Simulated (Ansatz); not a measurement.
# GaH3O3 + H2: a complex and its separated parts

Aim: how far the complex at one end of a reaction step lies below its separated, relaxed parts, level by level.

Computed with Ansatz 0.2.0, Gaussian basis. Level: PBE0-D4/def2-TZVP structures, single points in def2-TZVPP, no counterpoise correction.

Levels: SPW92, PBE-D4, BLYP-D4, r2SCAN-D4, B97M-V, PBE0-D4, B3LYP-D4, r2SCAN0-D4, BHLYP-D4, CAM-B3LYP-D4, wB97X-V, wB97M-V, B2PLYP, PBE-QIDH, RPA on PBE, Hartree-Fock, MP2, CCSD, CCSD(T).

Correlated methods freeze the cores. Filled d shells of the heavier atoms are correlated. B3LYP uses VWN-RPA correlation. B2PLYP carries no dispersion term here.

94 further runs of the same task are left out: 94 set aside as unsound or not needed. Runs told in other sessions of the task aren't counted.

## Step 1: The system as given

The complex: 9 atoms, charge 0, spin multiplicity 1.

Atoms are counted from 1 here; the program's logs count them from 0.

Bond lengths: Ga1–O3 1.775 Å, Ga1–O4 1.775 Å, Ga1–O6 1.776 Å, H2–H5 0.749 Å, O3–H7 0.960 Å, O4–H8 0.960 Å, O6–H9 0.960 Å. Angles: O3–Ga1–O4 119.8°, O3–Ga1–O6 119.9°, O4–Ga1–O6 120.3°, Ga1–O3–H7 113.1°, Ga1–O4–H8 113.2°, Ga1–O6–H9 113.1°.

Coordinates:

```xyz
9
GaH5O3
Ga    0.3928   -0.4094    0.1248
H    -1.5816    1.5366   -0.1069
O    -0.7949   -1.6159    0.6585
O     1.1907    0.6312    1.3212
H    -1.3189    1.4846   -0.8065
O     0.8296   -0.2957   -1.5933
H    -0.9278   -1.6198    1.6091
H     1.8312    1.2316    0.9333
H     0.3788   -0.9432   -2.1402
```

Its parts: GaH3O3 holds atoms 1, 3, 4, 6, 7, 8, 9; H2 holds atoms 2, 5. Each part counts its atoms afresh in its own runs.

## Step 2: Relaxing GaH3O3 alone

relax-a/in.yaml

```yaml
crystal:
  periodic: [false, false, false]
  atoms:
    - {symbol: Ga, position_ang: [0.392825, -0.409448, 0.124771]}
    - {symbol: O, position_ang: [-0.794907, -1.615942, 0.658515]}
    - {symbol: O, position_ang: [1.190690, 0.631232, 1.321232]}
    - {symbol: O, position_ang: [0.829581, -0.295740, -1.593343]}
    - {symbol: H, position_ang: [-0.927798, -1.619788, 1.609084]}
    - {symbol: H, position_ang: [1.831209, 1.231588, 0.933250]}
    - {symbol: H, position_ang: [0.378847, -0.943189, -2.140189]}
basis:
  gaussian: {orbitals: def2-TZVP}
hamiltonian: {xc: pbe0, dispersion: d4}
relax: {f_tol: 0.005, max_steps: 200}
```

On the command line:

```bash
$ ansatz run in.yaml --threads 4 --pin off --events-out ev --progress --plain --max-ram 9574MiB
```

Output, shortened:

```text
Functional definition: PBE0
  name "PBE0"
  cite "Adamo & Barone, J. Chem. Phys. 110, 6158 (1999) doi:10.1063/1.478522"
  cite "Perdew, Burke & Ernzerhof, Phys. Rev. Lett. 77, 3865 (1996) doi:10.1103/PhysRevLett.77.3865"
  parent pbe
[...]
998 factors; their error is unknown
[...]
mean field -58559.80390588 eV, -2152.0331002803 hartree, gradient 3.1e-5 eV, S^2 0.000000; 0 other end points of the search recorded, 0 dependent functions left out
[...]
reference -58559.80393310 eV, -2152.0331012806 hartree; 29, 29 occupied and 130, 130 virtual orbitals, 998 factors
[...]
Total energy: -58559.89800996 eV, -2152.0365585415 hartree
Atom 0 at     0.414149    -0.431401     0.130409 Å, force     0.000048    -0.000245     0.000082 eV/Å
Atom 1 at    -0.787687    -1.624228     0.659807 Å, force     0.000203     0.000033     0.000405 eV/Å
Atom 2 at     1.190282     0.633197     1.318584 Å, force     0.000356     0.000218    -0.000291 eV/Å
Atom 3 at     0.839860    -0.303286    -1.587108 Å, force    -0.000080    -0.000391    -0.000101 eV/Å
Atom 4 at    -0.942811    -1.610038     1.607039 Å, force    -0.000314    -0.000061    -0.000249 eV/Å
Atom 5 at     1.823450     1.239134     0.926856 Å, force    -0.000264     0.000005     0.000206 eV/Å
Atom 6 at     0.363203    -0.924664    -2.142268 Å, force     0.000051     0.000441    -0.000052 eV/Å
Dipole moment:     0.000419    -0.000325     0.000080 e Å
```

It took 20 s on 4 threads of Intel Xeon at 2.50GHz, shared host.

The steps of the relaxation: (the energy doesn't fall at every step)

| step | energy from step 1 (eV) | largest force component (eV/Å) |
| --- | --- | --- |
| 1 | 0.0000 | 0.0803 |
| 2 | 0.0025 | 0.1412 |
| 3 | -0.0019 | 0.0061 |
| 4 | -0.0019 | 0.0004 |

Distances of close pairs at the start and the end, largest changes first:

| bond | before (Å) | after (Å) | change (Å) |
| --- | --- | --- | --- |
| Ga1–O4 | 1.776 | 1.774 | -0.002 |
| Ga1–O2 | 1.775 | 1.774 | -0.001 |
| Ga1–O3 | 1.775 | 1.774 | -0.001 |
| O3–H6 | 0.960 | 0.960 | +0.000 |
| O2–H5 | 0.960 | 0.960 | +0.000 |
| O4–H7 | 0.960 | 0.960 | +0.000 |

## Step 3: Relaxing H2 alone

relax-b/in.yaml

```yaml
crystal:
  periodic: [false, false, false]
  atoms:
    - {symbol: H, position_ang: [-1.581578, 1.536596, -0.106868]}
    - {symbol: H, position_ang: [-1.318871, 1.484591, -0.806452]}
basis:
  gaussian: {orbitals: def2-TZVP}
hamiltonian: {xc: pbe0, dispersion: d4}
relax: {f_tol: 0.005, max_steps: 200}
```

On the command line:

```bash
$ ansatz run in.yaml --threads 4 --pin off --events-out ev --progress --plain --max-ram 9574MiB
```

Output, shortened:

```text
[... 5 set-up lines as earlier in the session ...]
[...]
88 factors; their error is unknown
[...]
mean field -31.78849299 eV, -1.1682055703 hartree, gradient 1.7e-5 eV, S^2 0.000000; 0 other end points of the search recorded, 0 dependent functions left out
[...]
reference -31.78866854 eV, -1.1682120216 hartree; 1, 1 occupied and 11, 11 virtual orbitals, 88 factors
Total energy: -31.79027510 eV, -1.1682710615 hartree
Atom 0 at    -1.581067     1.536495    -0.108229 Å, force     0.000764    -0.000151    -0.002034 eV/Å
Atom 1 at    -1.319382     1.484692    -0.805091 Å, force    -0.000764     0.000151     0.002034 eV/Å
Dipole moment:    -0.000000     0.000000     0.000000 e Å
```

It took 0.35 s on 4 threads of Intel Xeon at 2.50GHz, shared host.

The steps of the relaxation:

| step | energy from step 1 (eV) | largest force component (eV/Å) |
| --- | --- | --- |
| 1 | 0.0000 | 0.0994 |
| 2 | -0.0002 | 0.0020 |

The bond:

| bond | before (Å) | after (Å) | change (Å) |
| --- | --- | --- | --- |
| H1–H2 | 0.749 | 0.746 | -0.003 |

## Step 4: SPW92/def2-TZVPP

parta/in.yaml

```yaml
crystal:
  periodic: [false, false, false]
  atoms:
    - {symbol: Ga, position_ang: [0.414149, -0.431401, 0.130409]}
    - {symbol: O, position_ang: [-0.787687, -1.624228, 0.659807]}
    - {symbol: O, position_ang: [1.190282, 0.633197, 1.318584]}
    - {symbol: O, position_ang: [0.839860, -0.303286, -1.587108]}
    - {symbol: H, position_ang: [-0.942811, -1.610038, 1.607039]}
    - {symbol: H, position_ang: [1.823450, 1.239134, 0.926856]}
    - {symbol: H, position_ang: [0.363203, -0.924664, -2.142268]}
basis:
  gaussian: {orbitals: def2-TZVPP}
hamiltonian: {xc: lda}
```

partb/in.yaml

```yaml
crystal:
  periodic: [false, false, false]
  atoms:
    - {symbol: H, position_ang: [-1.581067, 1.536495, -0.108229]}
    - {symbol: H, position_ang: [-1.319382, 1.484692, -0.805091]}
basis:
  gaussian: {orbitals: def2-TZVPP}
hamiltonian: {xc: lda}
```

Each run has its own folder and the same command.

On the command line:

```bash
$ ansatz run in.yaml --threads 4 --pin off --events-out ev --progress --plain --max-ram 9574MiB
```

Output in parta, shortened:

```text
Functional definition: SPW92
  name "SPW92"
  cite "Dirac, Proc. Camb. Phil. Soc. 26, 376 (1930) doi:10.1017/S0305004100016108"
  cite "Slater, Phys. Rev. 81, 385 (1951) doi:10.1103/PhysRev.81.385"
  cite "Perdew & Wang, Phys. Rev. B 45, 13244 (1992) doi:10.1103/PhysRevB.45.13244"
[...]
998 factors; their error is unknown
[...]
mean field -58447.03080226 eV, -2147.8887651628 hartree, gradient 1.4e-5 eV, S^2 0.000000; 0 other end points of the search recorded, 0 dependent functions left out
reference -58447.03083764 eV, -2147.8887664630 hartree; 29, 29 occupied and 154, 154 virtual orbitals, 998 factors
Total energy: -58447.03083764 eV, -2147.8887664630 hartree
```

Output in partb, shortened:

```text
[... 5 set-up lines as earlier in the session ...]
[...]
118 factors; their error is unknown
[...]
mean field -30.93530492 eV, -1.1368514869 hartree, gradient 4.4e-5 eV, S^2 0.000000; 0 other end points of the search recorded, 0 dependent functions left out
reference -30.93532559 eV, -1.1368522469 hartree; 1, 1 occupied and 27, 27 virtual orbitals, 118 factors
Total energy: -30.93532559 eV, -1.1368522469 hartree
```

Wall times: 1.6 s (parta), 0.21 s (partb) on 4 threads of Intel Xeon at 2.50GHz, shared host.

## Step 5: PBE-D4/def2-TZVPP

Each input of step 4 (parta, partb) changes in the same lines:

```diff
-hamiltonian: {xc: lda}
+hamiltonian: {xc: pbe, dispersion: d4}
```

One command serves all of them, each in its own folder.

On the command line:

```bash
$ ansatz run in.yaml --threads 4 --pin off --events-out ev --progress --plain --max-ram 9574MiB
```

Output in parta, shortened:

```text
Functional definition: PBE
  name "PBE"
[... 2 set-up lines as earlier in the session ...]
[...]
998 factors; their error is unknown
[...]
mean field -58559.00500534 eV, -2152.0037412272 hartree, gradient 2.0e-5 eV, S^2 0.000000; 0 other end points of the search recorded, 0 dependent functions left out
reference -58559.00504340 eV, -2152.0037426256 hartree; 29, 29 occupied and 154, 154 virtual orbitals, 998 factors
Total energy: -58559.11459698 eV, -2152.0077686457 hartree
```

Output in partb, shortened:

```text
[... 4 set-up lines as earlier in the session ...]
[...]
118 factors; their error is unknown
[...]
mean field -31.73222409 eV, -1.1661377266 hartree, gradient 3.1e-5 eV, S^2 0.000000; 0 other end points of the search recorded, 0 dependent functions left out
reference -31.73224577 eV, -1.1661385232 hartree; 1, 1 occupied and 27, 27 virtual orbitals, 118 factors
Total energy: -31.73426500 eV, -1.1662127285 hartree
```

They took 2.2 s (parta), 0.2 s (partb) on 4 threads of Intel Xeon at 2.50GHz, shared host.

## Step 6: BLYP-D4/def2-TZVPP

Each input of step 5 (parta, partb) changes in the same lines:

```diff
-hamiltonian: {xc: pbe, dispersion: d4}
+hamiltonian: {xc: {name: BLYP}, dispersion: d4}
```

Each run has its own folder and the same command.

On the command line:

```bash
$ ansatz run in.yaml --threads 4 --pin off --events-out ev --progress --plain --max-ram 9574MiB
```

Log of parta, shortened:

```text
Functional definition: BLYP
  name "BLYP"
  cite "Becke, Phys. Rev. A 38, 3098 (1988) doi:10.1103/PhysRevA.38.3098"
  cite "Lee, Yang & Parr, Phys. Rev. B 37, 785 (1988) doi:10.1103/PhysRevB.37.785"
[...]
998 factors; their error is unknown
[...]
mean field -58574.41222685 eV, -2152.5699461741 hartree, gradient 1.9e-5 eV, S^2 0.000000; 0 other end points of the search recorded, 0 dependent functions left out
reference -58574.41253522 eV, -2152.5699575064 hartree; 29, 29 occupied and 154, 154 virtual orbitals, 998 factors
Total energy: -58574.65167716 eV, -2152.5787458108 hartree
```

Log of partb, shortened:

```text
[... 4 set-up lines as earlier in the session ...]
[...]
118 factors; their error is unknown
[...]
mean field -31.82604683 eV, -1.1695856487 hartree, gradient 8.3e-5 eV, S^2 0.000000; 0 other end points of the search recorded, 0 dependent functions left out
reference -31.82623926 eV, -1.1695927201 hartree; 1, 1 occupied and 27, 27 virtual orbitals, 118 factors
Total energy: -31.83113717 eV, -1.1697727150 hartree
```

Times: 2.3 s (parta), 0.21 s (partb) on 4 threads of Intel Xeon at 2.50GHz, shared host.

## Step 7: r2SCAN-D4/def2-TZVPP

The same edit goes into each in.yaml of step 6 (parta, partb):

```diff
-hamiltonian: {xc: {name: BLYP}, dispersion: d4}
+hamiltonian: {xc: r2scan, dispersion: d4}
```

One command serves all of them, each in its own folder.

On the command line:

```bash
$ ansatz run in.yaml --threads 4 --pin off --events-out ev --progress --plain --max-ram 9574MiB
```

Output in parta, shortened:

```text
Functional definition: r2SCAN
  name "r2SCAN"
  cite "Furness, Kaplan, Ning, Perdew & Sun, J. Phys. Chem. Lett. 11, 8208 (2020) doi:10.1021/acs.jpclett.0c02405"
  cite "Furness, Kaplan, Ning, Perdew & Sun, J. Phys. Chem. Lett. 11, 9248 (2020) doi:10.1021/acs.jpclett.0c03077"
  parent r2scan
[...]
998 factors; their error is unknown
[...]
mean field -58570.19239295 eV, -2152.4148701387 hartree, gradient 2.9e-5 eV, S^2 0.000000; 0 other end points of the search recorded, 0 dependent functions left out
reference -58570.19240385 eV, -2152.4148705391 hartree; 29, 29 occupied and 154, 154 virtual orbitals, 998 factors
Total energy: -58570.21796665 eV, -2152.4158099547 hartree
```

partb printed, shortened:

```text
[... 5 set-up lines as earlier in the session ...]
[...]
118 factors; their error is unknown
[...]
mean field -31.87204812 eV, -1.1712761647 hartree, gradient 4.1e-5 eV, S^2 0.000000; 0 other end points of the search recorded, 0 dependent functions left out
reference -31.87205474 eV, -1.1712764079 hartree; 1, 1 occupied and 27, 27 virtual orbitals, 118 factors
Total energy: -31.87255612 eV, -1.1712948334 hartree
```

They took 3.6 s (parta), 0.56 s (partb) on 4 threads of Intel Xeon at 2.50GHz, shared host.

## Step 8: B97M-V/def2-TZVPP

Each input of step 7 (parta, partb) changes in the same lines:

```diff
-hamiltonian: {xc: r2scan, dispersion: d4}
+hamiltonian: {xc: {name: B97M-V}}
```

One command serves all of them, each in its own folder.

On the command line:

```bash
$ ansatz run in.yaml --threads 4 --pin off --events-out ev --progress --plain --max-ram 9574MiB
```

Output in parta, shortened:

```text
Functional definition: B97M-V
  name "B97M-V"
  cite "Mardirossian & Head-Gordon, J. Chem. Phys. 142, 074111 (2015) doi:10.1063/1.4907719"
  cite "Becke, J. Chem. Phys. 107, 8554 (1997) doi:10.1063/1.475007"
  cite "Vydrov & Van Voorhis, J. Chem. Phys. 133, 244103 (2010) doi:10.1063/1.3521275"
  # Of w^i u^j: cxij and so on, Table III.
[...]
  gx(w, u) = cx00 + cx01*u + cx02*u^2 + (cx10 + cx11*u)*w
[...]
  gos(w, u) = cos00 + cos01*u + cos03*u^3 + cos10*w + cos32*w^3*u^2
[...]
      + integral(e_c_pw_mod_opposite_spin*gos(b97_w_opposite, b97_u_opposite)) + vv10(b, c)
998 factors; their error is unknown
[...]
mean field -58561.31341760 eV, -2152.0885738127 hartree, gradient 2.7e-5 eV, S^2 0.000000; 0 other end points of the search recorded, 0 dependent functions left out
reference -58561.31347157 eV, -2152.0885757961 hartree; 29, 29 occupied and 154, 154 virtual orbitals, 998 factors
Total energy: -58561.31347157 eV, -2152.0885757961 hartree
```

Output in partb, shortened:

```text
[... 5 set-up lines as earlier in the session ...]
  # Of w^i u^j: cxij and so on, Table III.
[...]
  gx(w, u) = cx00 + cx01*u + cx02*u^2 + (cx10 + cx11*u)*w
  gss(w, u) = css00 + css02*u^2 + css10*w + (css32*w^3 + css42*w^4)*u^2
  gos(w, u) = cos00 + cos01*u + cos03*u^3 + cos10*w + cos32*w^3*u^2
[...]
      + integral(e_c_pw_mod_opposite_spin*gos(b97_w_opposite, b97_u_opposite)) + vv10(b, c)
118 factors; their error is unknown
[...]
mean field -31.90528523 eV, -1.1724976060 hartree, gradient 8.2e-6 eV, S^2 0.000000; 0 other end points of the search recorded, 0 dependent functions left out
reference -31.90531491 eV, -1.1724986968 hartree; 1, 1 occupied and 27, 27 virtual orbitals, 118 factors
Total energy: -31.90531491 eV, -1.1724986968 hartree
```

They took 7 s (parta), 0.35 s (partb) on 4 threads of Intel Xeon at 2.50GHz, shared host.

## Step 9: PBE0-D4/def2-TZVPP

Each input of step 8 (parta, partb) changes in the same lines:

```diff
-hamiltonian: {xc: {name: B97M-V}}
+hamiltonian: {xc: pbe0, dispersion: d4}
+output: {orbitals: {seedname: orbitals}}
```

The same command starts each run, in its folder.

On the command line:

```bash
$ ansatz run in.yaml --threads 4 --pin off --events-out ev --progress --plain --max-ram 9574MiB
```

Log of parta, shortened:

```text
[... 5 set-up lines as earlier in the session ...]
[...]
1043 factors; their error is unknown
[...]
mean field -58559.93353354 eV, -2152.0378640088 hartree, gradient 6.0e-5 eV, S^2 0.000000; 0 other end points of the search recorded, 0 dependent functions left out
reference -58559.93356133 eV, -2152.0378650303 hartree; 29, 29 occupied and 154, 154 virtual orbitals, 1043 factors
Total energy: -58560.02577376 eV, -2152.0412537747 hartree
```

Log of partb, shortened:

```text
[... 5 set-up lines as earlier in the session ...]
[...]
118 factors; their error is unknown
[...]
mean field -31.79610716 eV, -1.1684853861 hartree, gradient 5.5e-5 eV, S^2 0.000000; 0 other end points of the search recorded, 0 dependent functions left out
reference -31.79612315 eV, -1.1684859737 hartree; 1, 1 occupied and 27, 27 virtual orbitals, 118 factors
Total energy: -31.79772971 eV, -1.1685450137 hartree
```

Times: 3.5 s (parta), 0.2 s (partb) on 4 threads of Intel Xeon at 2.50GHz, shared host.

## Step 10: B3LYP-D4/def2-TZVPP

Each input of step 9 (parta, partb) changes in the same lines:

```diff
-hamiltonian: {xc: pbe0, dispersion: d4}
-output: {orbitals: {seedname: orbitals}}
+hamiltonian: {xc: {name: B3LYP}, dispersion: d4}
```

Each run has its own folder and the same command.

On the command line:

```bash
$ ansatz run in.yaml --threads 4 --pin off --events-out ev --progress --plain --max-ram 9574MiB
```

parta printed, shortened:

```text
Functional definition: B3LYP
  name "B3LYP"
  cite "Stephens, Devlin, Chabalowski & Frisch, J. Phys. Chem. 98, 11623 (1994) doi:10.1021/j100096a001"
[... 2 set-up lines as earlier in the session ...]
  cite "Vosko, Wilk & Nusair, Can. J. Phys. 58, 1200 (1980) doi:10.1139/p80-159"
[...]
1033 factors; their error is unknown
[...]
mean field -58574.78128190 eV, -2152.5835086969 hartree, gradient 6.0e-5 eV, S^2 0.000000; 0 other end points of the search recorded, 0 dependent functions left out
reference -58574.78151154 eV, -2152.5835171362 hartree; 29, 29 occupied and 154, 154 virtual orbitals, 1033 factors
Total energy: -58574.95930789 eV, -2152.5900510316 hartree
```

Log of partb, shortened:

```text
[... 6 set-up lines as earlier in the session ...]
[...]
118 factors; their error is unknown
[...]
mean field -32.10922612 eV, -1.1799922956 hartree, gradient 4.6e-5 eV, S^2 0.000000; 0 other end points of the search recorded, 0 dependent functions left out
reference -32.10936822 eV, -1.1799975177 hartree; 1, 1 occupied and 27, 27 virtual orbitals, 118 factors
Total energy: -32.11251932 eV, -1.1801133184 hartree
```

Times: 3.5 s (parta), 0.25 s (partb) on 4 threads of Intel Xeon at 2.50GHz, shared host.

## Step 11: r2SCAN0-D4/def2-TZVPP

Each input of step 10 (parta, partb) changes in the same lines:

```diff
-hamiltonian: {xc: {name: B3LYP}, dispersion: d4}
+hamiltonian: {xc: {name: r2SCAN0}, dispersion: d4}
```

The same command starts each run, in its folder.

On the command line:

```bash
$ ansatz run in.yaml --threads 4 --pin off --events-out ev --progress --plain --max-ram 9574MiB
```

parta printed, shortened:

```text
Functional definition: r2SCAN0
  name "r2SCAN0"
  cite "Bursch, Neugebauer, Ehlert & Grimme, J. Chem. Phys. 156, 134105 (2022) doi:10.1063/5.0086040"
[... 3 set-up lines as earlier in the session ...]
[...]
1043 factors; their error is unknown
[...]
mean field -58568.45454507 eV, -2152.3510054069 hartree, gradient 4.1e-5 eV, S^2 0.000000; 0 other end points of the search recorded, 0 dependent functions left out
reference -58568.45455365 eV, -2152.3510057224 hartree; 29, 29 occupied and 154, 154 virtual orbitals, 1043 factors
Total energy: -58568.48497138 eV, -2152.3521235531 hartree
```

Log of partb, shortened:

```text
[... 6 set-up lines as earlier in the session ...]
[...]
118 factors; their error is unknown
[...]
mean field -31.85186544 eV, -1.1705344648 hartree, gradient 1.4e-5 eV, S^2 0.000000; 0 other end points of the search recorded, 0 dependent functions left out
reference -31.85187056 eV, -1.1705346531 hartree; 1, 1 occupied and 27, 27 virtual orbitals, 118 factors
Total energy: -31.85241194 eV, -1.1705545484 hartree
```

Times: 4.7 s (parta), 0.51 s (partb) on 4 threads of Intel Xeon at 2.50GHz, shared host.

## Step 12: BHLYP-D4/def2-TZVPP

The same edit goes into each in.yaml of step 11 (parta, partb):

```diff
-hamiltonian: {xc: {name: r2SCAN0}, dispersion: d4}
+hamiltonian: {xc: {name: BHLYP}, dispersion: d4}
```

The same command starts each run, in its folder.

On the command line:

```bash
$ ansatz run in.yaml --threads 4 --pin off --events-out ev --progress --plain --max-ram 9574MiB
```

parta printed, shortened:

```text
Functional definition: BHLYP
  name "BHLYP"
  cite "Becke, J. Chem. Phys. 98, 1372 (1993) doi:10.1063/1.464304"
[... 2 set-up lines as earlier in the session ...]
[...]
1161 factors; their error is unknown
[...]
mean field -58569.62780597 eV, -2152.3941219497 hartree, gradient 6.5e-5 eV, S^2 0.000000; 0 other end points of the search recorded, 0 dependent functions left out
reference -58569.62795866 eV, -2152.3941275609 hartree; 29, 29 occupied and 154, 154 virtual orbitals, 1161 factors
Total energy: -58569.77034130 eV, -2152.3993600265 hartree
```

Log of partb, shortened:

```text
[... 5 set-up lines as earlier in the session ...]
[...]
118 factors; their error is unknown
[...]
mean field -31.83804976 eV, -1.1700267479 hartree, gradient 5.6e-5 eV, S^2 0.000000; 0 other end points of the search recorded, 0 dependent functions left out
reference -31.83814532 eV, -1.1700302598 hartree; 1, 1 occupied and 27, 27 virtual orbitals, 118 factors
Total energy: -31.83988891 eV, -1.1700943357 hartree
```

Times: 3.1 s (parta), 0.2 s (partb) on 4 threads of Intel Xeon at 2.50GHz, shared host.

## Step 13: CAM-B3LYP-D4/def2-TZVPP

The same edit goes into each in.yaml of step 12 (parta, partb):

```diff
-hamiltonian: {xc: {name: BHLYP}, dispersion: d4}
+hamiltonian: {xc: {name: CAM-B3LYP}, dispersion: d4}
```

Each run has its own folder and the same command.

On the command line:

```bash
$ ansatz run in.yaml --threads 4 --pin off --events-out ev --progress --plain --max-ram 9574MiB
```

Output in parta, shortened:

```text
Functional definition: CAM-B3LYP
  name "CAM-B3LYP"
  cite "Yanai, Tew & Handy, Chem. Phys. Lett. 393, 51 (2004) doi:10.1016/j.cplett.2004.06.011"
  cite "Iikura, Tsuneda, Yanai & Hirao, J. Chem. Phys. 115, 3540 (2001) doi:10.1063/1.1383587"
[... 2 set-up lines as earlier in the session ...]
[...]
1033 factors; their error is unknown
240 factors; integrals over basis functions are off by at most 1.0e-5 eV
[...]
mean field -58574.81359565 eV, -2152.5846962054 hartree, gradient 1.6e-5 eV, S^2 0.000000; 0 other end points of the search recorded, 0 dependent functions left out
reference -58574.81370730 eV, -2152.5847003086 hartree; 29, 29 occupied and 154, 154 virtual orbitals, 1033 factors
Total energy: -58574.90761983 eV, -2152.5881515305 hartree
```

partb printed, shortened:

```text
[... 6 set-up lines as earlier in the session ...]
[...]
  # Exact exchange under (alpha + beta erf(omega r))/r, Becke's under what is left of 1/r.
[...]
118 factors; their error is unknown
42 factors; integrals over basis functions are off by at most 6.3e-5 eV
[...]
mean field -31.88030383 eV, -1.1715795565 hartree, gradient 6.4e-5 eV, S^2 0.000000; 0 other end points of the search recorded, 0 dependent functions left out
reference -31.88037377 eV, -1.1715821267 hartree; 1, 1 occupied and 27, 27 virtual orbitals, 118 factors
Total energy: -31.88188717 eV, -1.1716377433 hartree
```

They took 4.3 s (parta), 0.3 s (partb) on 4 threads of Intel Xeon at 2.50GHz, shared host.

[end of part 1 of 2]
